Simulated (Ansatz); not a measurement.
HfMoC2 in Ansatz: the effect of functional

Crystal: HfMoC2.

```
Hf Mo C
1.0
     3.12627    0.00000    0.00000
     0.00000    3.12627    0.00000
     0.00000    0.00000    4.39360
Hf Mo C
1 1 2
Direct
  0.00000 0.00000 0.00000
  0.50000 0.50000 0.50000
  0.50000 0.50000 0.00000
  0.00000 0.00000 0.50000
```

The cell comes from a database or a generator and needn't be the stable form of this composition.

The cell isn't the ideal one: volume scaled by 0.94.

Alike in all runs:

| Property | Result |
| --- | --- |
| Program | Ansatz 0.2.0 |
| Task | single point |
| Potentials or basis | Ansatz PAW |
| k mesh | 8 × 8 × 6 |
| Occupations | fermi-dirac, width 0.05 eV |
| Spin | no spin polarisation |

```tsv
functional	cutoff	pressure (GPa)
LDA	420 eV (not typed: the program's choice for these potentials)	3.4
r2SCAN	500 eV (not typed: the program's choice for these potentials)	?
PBE	420 eV (not typed: the program's choice for these potentials)	17.9
```

Task: What does the run with functional r2SCAN give?

Result: Pressure 16.3 GPa.

Caveats: the PAW data sets come from PBE, with cores solved anew for the run's functional, which leaves a small shift of forces and pressure (some runs).
